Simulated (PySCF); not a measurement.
**C₄H₁₀BBr: a tour of settings**

Aim: see how C₄H₁₀BBr (`CB(C)CCBr`) answers to the choice of functional, basis, grid and SCF options.

Programs: PySCF 2.14.0, with density-fitted response routines of our own. Each step states its level of theory. These are calculated values for one molecule, in the gas phase or a continuum, unless marked as measured. Atoms are numbered from 0 throughout.

### Step 1. Starting geometry

16 atoms, charge 0, multiplicity 1; geometry from: GFN2-xTB.

Bonds of the start (Å): C0–B1 1.58, B1–C2 1.57, B1–C3 1.59, C3–C4 1.51, C4–Br5 1.97, C0–H6 1.09, C0–H7 1.09, C0–H8 1.09, C2–H9 1.09, C2–H10 1.09, C2–H11 1.09, C3–H12 1.10, C3–H13 1.09, C4–H14 1.09, C4–H15 1.09.

### Step 2. Nuclear shieldings: PBE0/pcSseg-1

What the job is given:

```
{"job": {"kind": "nmr", "xc": "PBE0", "basis": "pcSseg-1"}, "charge": 0, "multiplicity": 1}
C     -0.824104     1.445749     0.302943
B     -0.609167    -0.096241     0.061019
C     -1.838830    -1.078848     0.068773
C      0.835970    -0.699708    -0.197809
C      1.980950     0.291355    -0.198956
Br     3.713379    -0.587886    -0.536649
H     -1.864492     1.725176     0.447569
H     -0.439973     2.034018    -0.529727
H     -0.271599     1.783286     1.179526
H     -2.546962    -0.804833    -0.713309
H     -1.581414    -2.125534    -0.073321
H     -2.393484    -0.996797     1.002940
H      0.825729    -1.233460    -1.153900
H      1.034599    -1.470831     0.553809
H      2.092952     0.788448     0.763045
H      1.878846     1.035052    -0.987363
```

Level: GIAO PBE0/pcSseg-1 NMR shielding, non-relativistic, gas phase.

Run with:

```console
> OMP_NUM_THREADS=1 python probes_run.py task.json out
```

The driver reads the jobs from task.json and runs them one after another.

The log of the run:

```text
coarse grid: 57952 points
cycle   1  E = -2756.5734642432  dE = -8.938e-01  |g| = 8.085e-01  |ddm| = 3.409e+00
cycle   2  E = -2756.5743394462  dE = -8.752e-04  |g| = 5.674e-01  |ddm| = 8.026e-01
cycle   3  E = -2756.6343762738  dE = -6.004e-02  |g| = 1.260e-01  |ddm| = 5.236e-01
cycle   4  E = -2756.6384227196  dE = -4.046e-03  |g| = 1.635e-02  |ddm| = 1.319e-01
cycle   5  E = -2756.6384822773  dE = -5.956e-05  |g| = 5.991e-03  |ddm| = 2.439e-02
cycle   6  E = -2756.6384915628  dE = -9.285e-06  |g| = 1.334e-03  |ddm| = 6.680e-03
final grid: 122840 points
cycle   7  E = -2756.6384455216  dE =  3.933e-07  |g| = 1.888e-03  |ddm| = 2.983e-03
cycle   8  E = -2756.6384444485  dE =  1.073e-06  |g| = 2.792e-03  |ddm| = 3.922e-03
cycle   9  E = -2756.6384463754  dE = -1.927e-06  |g| = 9.628e-05  |ddm| = 2.433e-03
cycle  10  E = -2756.6384463781  dE = -2.737e-09  |g| = 1.143e-05  |ddm| = 1.143e-04
cycle  11  E = -2756.6384463782  dE = -3.683e-11  |g| = 2.286e-06  |ddm| = 1.165e-05
converged SCF energy = -2756.6384463782

GIAO shielding tensors (ppm)
atom      isotropic    diamagn.    paramagn.     s11        s22        s33       span
  0 C      175.127     253.671     -78.544    153.964    184.600    186.817     32.853
  1 B       11.288     186.927    -175.639    -46.339    -38.081    118.283    164.622
  2 C      170.695     253.028     -82.333    150.165    174.574    187.346     37.181
  3 C      143.707     253.220    -109.513    121.395    131.822    177.904     56.509
  4 C      140.354     244.716    -104.362    101.611    141.315    178.137     76.526
  5 Br    2256.584    3120.882    -864.297   1697.302   2043.143   3029.307   1332.005
  6 H       30.669      30.913      -0.244     26.672     29.409     35.924      9.252
  7 H       30.984      31.466      -0.482     26.072     31.237     35.643      9.571
  8 H       31.016      31.378      -0.362     26.137     31.131     35.779      9.642
  9 H       30.813      30.023       0.790     27.259     28.991     36.189      8.930
 10 H       30.736      31.330      -0.593     26.627     30.600     34.981      8.354
 11 H       30.766      30.078       0.688     27.146     29.066     36.086      8.940
 12 H       29.603      31.625      -2.022     24.791     30.023     33.995      9.205
 13 H       29.602      31.621      -2.018     24.788     30.024     33.994      9.206
 14 H       27.963      29.511      -1.548     20.497     28.004     35.387     14.890
 15 H       27.954      29.516      -1.561     20.468     27.978     35.416     14.948
```

Wall time 19 s (1 thread of Arm Neoverse V2, shared host); peak memory 0.75 GiB.

Shifts follow as δ = σ(reference) − σ, with reference shieldings (ppm) from runs at the same level and on the same kind of geometry: ¹H TMS 31.72, ¹³C TMS 186.9, ¹¹B BF3·OEt2 100.1, ⁷⁹Br HBr 2622. The references are single molecules in the gas phase. Atoms listed in one row are averaged.

```
                   atoms                              environment  σ (ppm)  δ (ppm)  δ scaled to CDCl3
                      C4                     sp3 CH2 bonded to Br    140.4     46.6               28.7
                      C3                      sp3 CH2 bonded to B    143.7     43.2               40.3
                  C0, C2                methyl carbon bonded to B    172.9     14.0               11.8
                H14, H15      hydrogen on an sp3 CH2 bonded to Br    27.96     3.76               3.65
                H12, H13       hydrogen on an sp3 CH2 bonded to B    29.60     2.11               2.10
H6, H7, H8, H9, H10, H11  hydrogen on a methyl carbon bonded to B    30.83     0.89               0.94
                      B1                      boron bonded to 3 C     11.3     88.8                  –
                     Br5                      bromine bonded to C     2257      365                  –
```

The scaled column applies a straight-line fit of computed shieldings to shifts measured in CDCl3, with any fitted terms for Cl, Br or S neighbours (root-mean-square error 0.16 ppm for H, 1.9 ppm for C).

Charges from the same density, by scheme (e):

```
 atoms  Mulliken    IAO  Hirshfeld  ESP fit
C0, C2     -0.52  -0.58      -0.19    -0.75
    B1      0.47   0.35       0.22     0.68
    C3     -0.45  -0.41      -0.15     0.03
    C4     -0.19  -0.27      -0.04    -0.57
   Br5     -0.20  -0.10      -0.09    -0.12
```

Mayer bond orders: C0–B1 1.05, B1–C2 1.07, B1–C3 0.96, C3–C4 1.04, C4–Br5 0.99.

### Step 3. Excited states and response: PBE0/def2-SVPD

The job, as its differences from that of step 2:

```diff
@@ -1,2 +1,2 @@
-{"job": {"kind": "nmr", "xc": "PBE0", "basis": "pcSseg-1"}, "charge": 0, "multiplicity": 1}
+{"job": {"kind": "uv", "xc": "PBE0", "basis": "def2-SVPD", "nstates": 6, "ntriplets": 2}, "charge": 0, "multiplicity": 1}
 C     -0.824104     1.445749     0.302943
```

Level: TDDFT PBE0/def2-SVPD, vertical, gas phase, core orbitals frozen in the response.

The log of the run:

```text
coarse grid: 57952 points
cycle   1  E = -2756.4523977492  dE = -7.991e-01  |g| = 4.567e-01  |ddm| = 5.702e+00
cycle   2  E = -2756.4503983019  dE =  1.999e-03  |g| = 4.641e-01  |ddm| = 1.398e+00
cycle   3  E = -2756.5079491360  dE = -5.755e-02  |g| = 3.275e-02  |ddm| = 5.928e-01
cycle   4  E = -2756.5082004874  dE = -2.514e-04  |g| = 1.321e-02  |ddm| = 8.348e-02
cycle   5  E = -2756.5082463860  dE = -4.590e-05  |g| = 4.154e-03  |ddm| = 3.012e-02
cycle   6  E = -2756.5082497321  dE = -3.346e-06  |g| = 1.221e-03  |ddm| = 7.700e-03
final grid: 122840 points
cycle   7  E = -2756.5082014074  dE =  3.986e-07  |g| = 1.850e-03  |ddm| = 1.125e-02
cycle   8  E = -2756.5082001935  dE =  1.214e-06  |g| = 2.832e-03  |ddm| = 7.032e-03
cycle   9  E = -2756.5082023279  dE = -2.134e-06  |g| = 7.872e-05  |ddm| = 4.218e-03
cycle  10  E = -2756.5082023296  dE = -1.616e-09  |g| = 1.049e-05  |ddm| = 1.285e-04
cycle  11  E = -2756.5082023296  dE = -2.274e-11  |g| = 2.986e-06  |ddm| = 2.226e-05
converged SCF energy = -2756.5082023296

Static polarisability (au): isotropic 86.871, principal 68.465 82.004 110.143

Singlet excitations
state   eV       nm        f      main configurations
  1   5.8872    210.6   0.00027   H->L 0.80, H-2->L 0.16
  2   6.0399    205.3   0.00315   H->L+1 0.86, H->L+2 0.11
  3   6.0742    204.1   0.00017   H-1->L+1 0.84, H-1->L+2 0.14
  4   6.2761    197.5   0.00149   H-1->L 0.99
  5   6.4190    193.2   0.00003   H-3->L 0.55, H-2->L 0.41
  6   6.7076    184.8   0.00000   H-3->L 0.41, H-2->L 0.41, H->L 0.17

Triplet excitations (Tamm-Dancoff, eV): 5.4145 5.4372
```

Wall time 28 s (1 thread of Arm Neoverse V2, shared host); peak memory 0.89 GiB.

Frontier orbitals and where they lie:

```
orbital     eV                       atoms
 HOMO−3  -9.02   C2 27 %, B1 24 %, C0 20 %
 HOMO−2  -8.77  C3 22 %, B1 18 %, Br5 17 %
 HOMO−1  -7.76           Br5 83 %, C4 11 %
   HOMO  -7.68    Br5 77 %, C3 7 %, C4 7 %
   LUMO  -0.65   B1 44 %, C3 12 %, C0 12 %
 LUMO+1  -0.18  Br5 43 %, C4 19 %, B1 11 %
 LUMO+2   0.29  B1 32 %, Br5 21 %, C4 12 %
```

With each of the 6 states as a Gaussian band of 0.4 eV half-width at 1/e, the curve within the window shown has maxima at 203 nm (ε 190) L/(mol cm). Beyond the last state computed it falls off for lack of states. The curve at chosen wavelengths:

```
 nm  ε (L/mol/cm)
177             3
179             5
182            14
184            23
186            36
188            53
191            85
193           109
195           133
198           164
200           180
202           188
204           190
207           179
209           165
211           147
213           127
216            96
218            77
220            61
223            40
225            29
227            21
229            15
232             9
234             6
```

Ground-state properties from the same run:

```
           property  computed
  dipole moment (D)      2.66
polarisability (Å³)     12.87
 HOMO–LUMO gap (eV)      7.03
      −ε(HOMO) (eV)      7.68
```

### Step 4. NMR shieldings: X3LYP/aug-cc-pVDZ

The job, as its differences from that of step 3:

```diff
@@ -1,2 +1,2 @@
-{"job": {"kind": "uv", "xc": "PBE0", "basis": "def2-SVPD", "nstates": 6, "ntriplets": 2}, "charge": 0, "multiplicity": 1}
+{"job": {"kind": "nmr", "xc": "X3LYP", "basis": "aug-cc-pVDZ", "pop": false}, "charge": 0, "multiplicity": 1}
 C     -0.824104     1.445749     0.302943
```

Method: GIAO X3LYP/aug-cc-pVDZ NMR shielding, non-relativistic, gas phase.

The log of the run:

```text
coarse grid: 57952 points
cycle   1  E = -2757.2110980625  dE = -7.139e-01  |g| = 5.171e-01  |ddm| = 1.083e+01
cycle   2  E = -2757.1943402070  dE =  1.676e-02  |g| = 5.700e-01  |ddm| = 2.578e+00
cycle   3  E = -2757.2830776574  dE = -8.874e-02  |g| = 3.548e-02  |ddm| = 1.222e+00
cycle   4  E = -2757.2833996145  dE = -3.220e-04  |g| = 1.930e-02  |ddm| = 1.487e-01
cycle   5  E = -2757.2835073029  dE = -1.077e-04  |g| = 4.048e-03  |ddm| = 5.729e-02
cycle   6  E = -2757.2835105460  dE = -3.243e-06  |g| = 1.901e-03  |ddm| = 1.247e-02
final grid: 122840 points
cycle   7  E = -2757.2834541311  dE =  1.471e-06  |g| = 3.067e-03  |ddm| = 2.540e-02
cycle   8  E = -2757.2834497874  dE =  4.344e-06  |g| = 4.997e-03  |ddm| = 1.668e-02
cycle   9  E = -2757.2834567493  dE = -6.962e-06  |g| = 7.875e-05  |ddm| = 1.032e-02
cycle  10  E = -2757.2834567509  dE = -1.540e-09  |g| = 1.236e-05  |ddm| = 2.341e-04
cycle  11  E = -2757.2834567509  dE = -4.547e-11  |g| = 3.599e-06  |ddm| = 3.948e-05
converged SCF energy = -2757.2834567509

GIAO shielding tensors (ppm)
atom      isotropic    diamagn.    paramagn.     s11        s22        s33       span
  0 C      183.505     152.974      30.531    165.097    192.220    193.200     28.103
  1 B       24.059     198.628    -174.569    -27.862    -21.406    121.445    149.307
  2 C      179.881     154.648      25.233    161.146    182.630    195.869     34.723
  3 C      151.711     157.250      -5.538    130.564    138.592    185.978     55.414
  4 C      145.487     212.541     -67.054    106.032    143.921    186.507     80.475
  5 Br    2314.191    3107.237    -793.046   1805.273   2117.163   3020.137   1214.865
  6 H       30.966      32.088      -1.123     27.357     29.941     35.599      8.242
  7 H       31.211      17.738      13.473     26.532     31.737     35.363      8.831
  8 H       31.246      17.625      13.622     26.605     31.650     35.485      8.879
  9 H       31.126      20.586      10.540     27.764     29.754     35.861      8.097
 10 H       31.031      25.859       5.172     27.260     30.978     34.855      7.596
 11 H       31.077      21.751       9.326     27.662     29.792     35.777      8.115
 12 H       29.673      16.831      12.842     25.280     29.819     33.921      8.641
 13 H       29.675      16.678      12.997     25.279     29.827     33.918      8.639
 14 H       28.003      29.896      -1.892     20.798     27.971     35.241     14.443
 15 H       27.993      29.904      -1.911     20.765     27.940     35.275     14.510
```

It took 30 s on 1 thread of Arm Neoverse V2, shared host; peak memory 0.92 GiB.

This run: σ C4 145.5, C3 151.7, C0 181.7, B1 24.1, H14 28.00, H12 29.67 ppm (means over like atoms).

(Part 1 of 2 ends here.)
